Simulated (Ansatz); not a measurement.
**C₂H₄OSTe: one species, many methods**

The task here is to estimate one member of a computed series from the others.

Computed with Ansatz 0.2.0, Gaussian basis. Level: functionals in def2-TZVPP, the program's frozen cores in correlated methods.

The runs, in order: LDA (SPW92), PBE-D4, revPBE-D4, BLYP-D4, r2SCAN-D4, B97M-V, PBE0-D4, B3LYP-D4, r2SCANh-D4, r2SCAN0-D4, HSE06-D4, BHLYP-D4, CAM-B3LYP-D4, LC-ωPBE, ωB97X-V, ωB97M-V, B2PLYP, PBE-QIDH; CCSD(T)/def2-SVP; CCSD(T)/def2-TZVPP; MP2/def2-QZVPP; extrapolation to the limit; RPA on PBE.

## The relaxed structure

All runs share one geometry, relaxed beforehand with PBE0-D4 in a triple-zeta def2 set. Te takes the def2 core potential; no spin-orbit term is included.

SMILES `O=C[Te]CS`, 9 atoms, charge 0, spin multiplicity 1.

Atoms are counted from 1 here; the program's logs count them from 0.

Bond lengths: O1–C2 1.192 Å, C2–Te3 2.138 Å, C2–H6 1.106 Å, Te3–C4 2.133 Å, C4–S5 1.802 Å, C4–H7 1.088 Å, C4–H8 1.091 Å, S5–H9 1.347 Å. Angles: O1–C2–Te3 124.3°, O1–C2–H6 123.0°, Te3–C2–H6 112.7°, C2–Te3–C4 91.7°, Te3–C4–S5 109.6°, Te3–C4–H7 107.7°, Te3–C4–H8 103.9°, S5–C4–H7 112.1°, S5–C4–H8 112.0°, H7–C4–H8 111.1°, C4–S5–H9 96.8°.

The first run:

in.yaml reads:

```yaml
crystal:
  periodic: [false, false, false]
  atoms:
    - {symbol: O, position_ang: [0.619199, 1.942191, 0.702771]}
    - {symbol: C, position_ang: [0.175168, 1.306918, 1.608184]}
    - {symbol: Te, position_ang: [-0.347587, -0.762120, 1.484707]}
    - {symbol: C, position_ang: [0.169932, -0.835654, -0.583240]}
    - {symbol: S, position_ang: [-1.330498, -0.863693, -1.580505]}
    - {symbol: H, position_ang: [-0.005396, 1.734100, 2.612636]}
    - {symbol: H, position_ang: [0.782118, -1.721089, -0.739744]}
    - {symbol: H, position_ang: [0.749484, 0.075338, -0.740738]}
    - {symbol: H, position_ang: [-0.723921, -0.922291, -2.781270]}
basis:
  gaussian: {orbitals: def2-TZVPP}
hamiltonian: {xc: lda}
output: {orbitals: {seedname: orbitals}}
```

Started as:

```sh
$ ansatz run in.yaml --threads 4 --pin off --events-out ev --progress --plain --max-ram 10444MiB
```

Among the steps run: LDA; PBE-D4 (GGA); revPBE-D4 (GGA); BLYP-D4 (GGA); r2SCAN-D4 (meta-GGA); B97M-V (meta-GGA); B3LYP-D4 (hybrid); r2SCANh-D4 (hybrid); r2SCAN0-D4 (hybrid); HSE06-D4 (hybrid); BHLYP-D4 (hybrid); CAM-B3LYP-D4 (range-separated); LC-ωPBE (range-separated); ωB97X-V (range-separated); ωB97M-V (range-separated); B2PLYP (double hybrid); PBE-QIDH (double hybrid).

One table of the session follows, with a row left open; its other results are not shown here.

It belongs to the step «Frontier levels by functional». 

| functional | HOMO (eV) | gap (eV) |
| --- | --- | --- |
| LDA (SPW92) | -5.87 | 3.31 |
| PBE-D4 | -5.75 | 3.45 |
| revPBE-D4 | -5.71 | 3.50 |
| BLYP-D4 | -5.60 | 3.44 |
| r2SCAN-D4 | -6.01 | 3.89 |
| B97M-V | -5.99 | 3.99 |
| PBE0-D4 | -6.77 | 5.49 |
| B3LYP-D4 | -6.57 | 5.06 |
| r2SCANh-D4 | -6.38 | 4.64 |
| r2SCAN0-D4 | -6.93 | 5.75 |
| HSE06-D4 | -6.39 | 4.72 |
| BHLYP-D4 | -7.63 | 7.20 |
| CAM-B3LYP-D4 | ? | ? |
| LC-ωPBE | -9.21 | 10.10 |
| ωB97X-V | -8.91 | 9.66 |
| ωB97M-V | -8.80 | 9.36 |

Q: Estimate the row for CAM-B3LYP-D4 from the others.

**Answer.** HOMO (eV): -7.96; gap (eV): 7.70. In the column «HOMO (eV)» it lies between ωB97M-V (-8.80) and BHLYP-D4 (-7.63).
